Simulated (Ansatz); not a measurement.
**C₂H₃OSb: basis-set convergence**

Aim: see how fast density functionals converge with the basis set for C₂H₃OSb.

Program: Ansatz 0.2.0, Gaussian basis. Level of theory: one geometry, several basis sets. These are calculated values, not measurements.

Levels to be run: PBE0-D4/def2-SVP; ωB97M-V/def2-SVP; PBE0-D4/def2-QZVPP; ωB97M-V/def2-QZVPP; the functionals' def2-TZVPP values are taken from earlier runs.

### 1 Structure used throughout

The geometry comes from an earlier relaxation with PBE0-D4 in a triple-zeta def2 set; it is a stationary point, not always the lowest conformer. Sb takes the def2 core potential; no spin-orbit term is included.

SMILES `C#C[O][SbH2]`, 7 atoms, charge 0, spin multiplicity 1.

Atoms are counted from 1 here; the program's logs count them from 0.

Bond lengths: C1–C2 1.203 Å, C1–H5 1.062 Å, C2–O3 1.283 Å, O3–Sb4 2.018 Å, Sb4–H6 1.713 Å, Sb4–H7 1.712 Å. Angles: C2–C1–H5 178.8°, C1–C2–O3 179.1°, C2–O3–Sb4 119.6°, O3–Sb4–H6 94.0°, O3–Sb4–H7 94.0°, H6–Sb4–H7 90.2°.

### 2 PBE0-D4 in def2-SVP

Input file in.yaml:

```yaml
crystal:
  periodic: [false, false, false]
  atoms:
    - {symbol: C, position_ang: [1.828960, 0.042671, 0.337373]}
    - {symbol: C, position_ang: [0.764932, -0.504721, 0.457087]}
    - {symbol: O, position_ang: [-0.361979, -1.102864, 0.595255]}
    - {symbol: Sb, position_ang: [-2.019813, -0.310910, -0.239584]}
    - {symbol: H, position_ang: [2.777917, 0.509771, 0.243669]}
    - {symbol: H, position_ang: [-1.674913, 1.278756, 0.295837]}
    - {symbol: H, position_ang: [-1.253804, 0.019098, -1.735237]}
basis:
  gaussian: {orbitals: def2-SVP}
hamiltonian: {xc: pbe0, dispersion: d4}
output: {orbitals: {seedname: orbitals}}
```

Launch:

```console
$ ansatz run in.yaml --threads 2 --pin off --events-out ev --progress --plain --max-ram 4352MiB
```

The runs that follow: ωB97M-V in def2-SVP; PBE0-D4 in def2-QZVPP; ωB97M-V in def2-QZVPP.

**Question.** What will the summary of the whole plan be? Wanted: PBE0-D4: double and triple zeta above quadruple; ωB97M-V: double and triple zeta above quadruple.

As calculated:

| quantity | value |
| --- | --- |
| PBE0-D4: double and triple zeta above quadruple | 5.49, 0.30 eV |
| ωB97M-V: double and triple zeta above quadruple | 5.66, 0.28 eV |

What this shows: For PBE0-D4 the step from double to triple zeta gains 5.19 eV and the next only 0.30 eV. These are total energies; as a rule much of such shifts cancels in differences, which this series doesn't test.
